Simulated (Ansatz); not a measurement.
# Al2H8OSi2: basis-set convergence

How large a basis does Al2H8OSi2 need? Two functionals are run in growing sets.

The runs use Ansatz 0.2.0, Gaussian basis; one geometry, several basis sets.

Plan: PBE0-D4/def2-SVP; ωB97M-V/def2-SVP; PBE0-D4/def2-QZVPP; ωB97M-V/def2-QZVPP; the functionals' def2-TZVPP values are taken from earlier runs.

## 1. The geometry

The geometry comes from an earlier relaxation with PBE0-D4 in a triple-zeta def2 set; it is a stationary point, not always the lowest conformer.

SMILES `[AlH2][SiH2][O][AlH][SiH3]`, 13 atoms, charge 0, spin multiplicity 1.

Atoms are counted from 1 here; the program's logs count them from 0.

Bond lengths: Al1–Si2 2.469 Å, Al1–H6 1.582 Å, Al1–H7 1.722 Å, Si2–O3 1.648 Å, Si2–H8 1.491 Å, Si2–H9 1.492 Å, O3–Al4 1.731 Å, Al4–Si5 2.502 Å, Al4–H10 1.576 Å, Si5–H11 1.487 Å, Si5–H12 1.490 Å, Si5–H13 1.571 Å. Angles: Si2–Al1–H6 144.3°, Si2–Al1–H7 92.3°, H6–Al1–H7 111.0°, Al1–Si2–O3 96.4°, Al1–Si2–H8 113.2°, Al1–Si2–H9 116.8°, O3–Si2–H8 111.1°, O3–Si2–H9 112.1°, H8–Si2–H9 107.1°, Si2–O3–Al4 113.8°, O3–Al4–Si5 108.8°, O3–Al4–H10 123.1°, Si5–Al4–H10 121.1°, Al4–Si5–H11 124.0°, Al4–Si5–H12 118.7°, Al4–Si5–H13 103.2°, H11–Si5–H12 108.9°, H11–Si5–H13 98.7° and more.

Coordinates:

```xyz
13

Al    0.28700    0.83350    1.21294
Si   -1.51815    1.21561   -0.42759
O    -1.90747   -0.37087   -0.64587
Al   -0.72952   -1.47350   -0.01805
Si    1.54533   -0.70912   -0.72461
H     1.06035    1.46158    2.44190
H    -0.29634   -0.74185    1.59206
H    -2.67078    1.97837    0.13262
H    -1.13409    1.87980   -1.70668
H    -1.03229   -2.99767    0.24438
H     1.81696    0.04511   -1.97675
H     2.71718   -1.57767   -0.42160
H     1.88233    0.42211    0.31217
```

## 2. PBE0-D4 in def2-SVP

in.yaml

```yaml
crystal:
  periodic: [false, false, false]
  atoms:
    - {symbol: Al, position_ang: [0.287002, 0.833502, 1.212938]}
    - {symbol: Si, position_ang: [-1.518150, 1.215609, -0.427594]}
    - {symbol: O, position_ang: [-1.907471, -0.370869, -0.645874]}
    - {symbol: Al, position_ang: [-0.729523, -1.473503, -0.018052]}
    - {symbol: Si, position_ang: [1.545332, -0.709120, -0.724614]}
    - {symbol: H, position_ang: [1.060353, 1.461580, 2.441901]}
    - {symbol: H, position_ang: [-0.296338, -0.741854, 1.592058]}
    - {symbol: H, position_ang: [-2.670779, 1.978367, 0.132620]}
    - {symbol: H, position_ang: [-1.134092, 1.879804, -1.706683]}
    - {symbol: H, position_ang: [-1.032292, -2.997669, 0.244378]}
    - {symbol: H, position_ang: [1.816955, 0.045112, -1.976751]}
    - {symbol: H, position_ang: [2.717177, -1.577672, -0.421599]}
    - {symbol: H, position_ang: [1.882327, 0.422112, 0.312172]}
basis:
  gaussian: {orbitals: def2-SVP}
hamiltonian: {xc: pbe0, dispersion: d4}
output: {orbitals: {seedname: orbitals}}
```

After this run come: ωB97M-V in def2-SVP; PBE0-D4 in def2-QZVPP; ωB97M-V in def2-QZVPP.

Before running them: what should the planned runs give, taken together? Wanted: PBE0-D4: double and triple zeta above quadruple; ωB97M-V: double and triple zeta above quadruple.

As calculated:

| quantity | value |
| --- | --- |
| PBE0-D4: double and triple zeta above quadruple | 14.01, 1.07 eV |
| ωB97M-V: double and triple zeta above quadruple | 14.04, 1.02 eV |

What this shows: For PBE0-D4 the step from double to triple zeta gains 12.94 eV and the next only 1.07 eV. Total energies overstate the basis error of differences, where much of it tends to cancel.
